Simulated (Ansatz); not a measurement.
# BIF radical: an energy map over angle F1–B2–I3 and change of the bonds B2–F1, B2–I3, all alike

Aim: map the energy of BFI, SMILES F[B]I, spin multiplicity 2 over two coordinates, and find its wells, ridges and stiffness.

Computed with Ansatz 0.2.0. Level: UKS r2SCAN-D4/def2-TZVP.

## (1) The system as given

SMILES `F[B]I`, 3 atoms, charge 0, spin multiplicity 2.

Atoms are counted from 1 here; the program's logs count them from 0.

Bond lengths: F1–B2 1.306 Å, B2–I3 2.150 Å. Angles: F1–B2–I3 123.8°.

Coordinates:

```
atom     x (Å)     y (Å)     z (Å)
  F1  -0.45210   1.32381  -0.10046
  B2  -0.52420   0.03222  -0.28281
  I3   0.97630  -1.35603   0.38328
```

## (3) Setting up the map

The axes are (1) angle F1–B2–I3: 9 values from 78.4 to 168.4 °; (2) change of the bonds B2–F1, B2–I3, all alike: 9 values from −0.189 to 0.292 Å.

Nothing else is relaxed (all other coordinates rigid). Energies count from the relaxed molecule at the same level. Points are written as (first, second).

(The set-up runs are not shown.)

## (4) Point (123.4°, 0.172 Å)

input.yaml reads:

```yaml
crystal:
  periodic: [false, false, false]
  atoms:
    - { symbol: F, position_ang: [-0.436239, 1.484505, -0.074011] }
    - { symbol: B, position_ang: [-0.524699, 0.031512, -0.283157] }
    - { symbol: I, position_ang: [1.091554, -1.456822, 0.435087] }
magnetization:
  spin_polarized: true
  initial_magnetization: 1
basis:
  gaussian: { orbitals: def2-TZVP }
hamiltonian:
  xc: r2scan
  dispersion: d4
output:
  forces: true
```

Started as:

```sh
> ansatz run input.yaml --threads 1 --pin off --max-ram 2560MiB --backend cpu --events-out ev --progress --plain --runs-dir out
```

Further runs follow: the other points that were computed.

Before running it: what results should come out? Wanted: lowest point; highest computed point; largest force on an atom.

**Answer**, as computed:

| quantity | value |
| --- | --- |
| lowest point | (123.4°, −0.009 Å), 0.26 kJ/mol |
| highest computed point | (78.4°, −0.189 Å), 543 kJ/mol above the lowest |
| largest force on an atom (eV/Å) | 0.5 at (123.4°, −0.009 Å) to 23.5 at (78.4°, −0.189 Å); 0.5 at the lowest point |
| time for the whole task | 15 min on 1 thread, shared host |

What this shows: The lowest computed point is at (123.4°, −0.009 Å), 0.26 kJ/mol from the relaxed molecule at the same level. The grid is coarse, so the lowest point of the scanned range may lie between grid points; coordinates that were held can hide deeper minima. No other kind of well shows on this grid. The highest computed point, (78.4°, −0.189 Å), lies 543 kJ/mol above the lowest. Round the minimum the two coordinates are nearly uncoupled.
